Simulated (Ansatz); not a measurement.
Crystal: TaV.

```
Ta V
1.0
     1.60670   -2.30777    0.00000
     1.60670    2.30777    0.00000
     0.00000    0.00000    4.34136
Ta V
1 1
Cartesian
  0.0000 0.0000 0.0000
  1.6067 0.0000 2.1707
```

The cell comes from a database or a generator and needn't be the stable form of this composition.

Base run:

- Program: Ansatz 0.2.0
- Functional: PBE
- Potentials or basis: Ansatz PAW
- Cutoff: 420 eV (not typed: the program's choice for these potentials)
- k mesh: 8 × 8 × 5
- Occupations: fermi-dirac, width 0.05 eV
- Spin: collinear spin, ferromagnetic start
- Starting moments: [0.0, 2.0] μB
- Fixed moment: 2 μB

Its results: pressure 5.0 GPa; site moments Ta +0.22; V +1.29 μB.

After a change of settings the same cell gave: pressure -0.4 GPa; site moments Ta +0.01; V +0.39 μB. Which change was it?
A. fixed moment from 2 μB to 2.5 μB; moments at the start from [0.0, 2.0] to [0.0, 2.5]
B. fixed moment from 2 μB to 3 μB; moments at the start from [0.0, 2.0] to [0.0, 3.0]
C. fixed moment from 2 μB to 0.5 μB; moments at the start from [0.0, 2.0] to [0.0, 0.5]
D. fixed moment from 2 μB to 4 μB; moments at the start from [0.0, 2.0] to [0.0, 4.0]

C.

Caveats: the total moment is fixed, so each spin has its own Fermi level; the thresholds are loose for stress.
